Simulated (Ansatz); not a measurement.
# CH4BFO: the cost of one run

Method: RKS r2SCANh-D4/def2-SVP, in Ansatz 0.2.0.

## (1) Starting point

Bond lengths: O1–C2 1.339 Å, C2–B3 1.580 Å, B3–F4 1.358 Å, O1–H5 1.036 Å, C2–H6 1.121 Å, C2–H7 1.126 Å, B3–H8 1.243 Å. Angles: O1–C2–B3 107.3°, O1–C2–H6 110.3°, O1–C2–H7 112.2°, B3–C2–H6 110.4°, B3–C2–H7 108.8°, H6–C2–H7 107.7°, C2–O1–H5 107.2°, C2–B3–F4 124.3°, C2–B3–H8 116.8°, F4–B3–H8 119.0°.

As a file:

```xyz
8

O    -1.1698    0.6830   -0.1445
C     0.1412    0.4468   -0.0086
B     0.3321   -1.1195    0.0679
F    -0.6842   -2.0174    0.0045
H    -1.2902    1.7092   -0.2238
H     0.5299    0.9338    0.9228
H     0.7378    0.8427   -0.8771
H     1.4954   -1.5358    0.2031
```

## (2) End point A

input.yaml

```yaml
crystal:
  periodic: [false, false, false]
  atoms:
    - { symbol: O, position_ang: [-1.1698, 0.683, -0.1445] }
    - { symbol: C, position_ang: [0.1412, 0.4468, -0.0086] }
    - { symbol: B, position_ang: [0.3321, -1.1195, 0.0679] }
    - { symbol: F, position_ang: [-0.6842, -2.0174, 0.0045] }
    - { symbol: H, position_ang: [-1.2902, 1.7092, -0.2238] }
    - { symbol: H, position_ang: [0.5299, 0.9338, 0.9228] }
    - { symbol: H, position_ang: [0.7378, 0.8427, -0.8771] }
    - { symbol: H, position_ang: [1.4954, -1.5358, 0.2031] }
basis:
  gaussian: { orbitals: def2-SVP }
hamiltonian:
  xc: r2scanh
  dispersion: d4
relax:
  f_tol: 0.015
  max_steps: 40
```

Run with:

```sh
$ ansatz run input.yaml --threads 1 --pin off --max-ram 2048MiB --backend cpu --events-out ev --progress --plain --runs-dir out
```

**Question.** How long does this run take on 1 thread of AMD EPYC 9R45 (Zen 5), shared host, and how much memory does it need?

About 9.1 s, with a peak of 0.17 GiB.
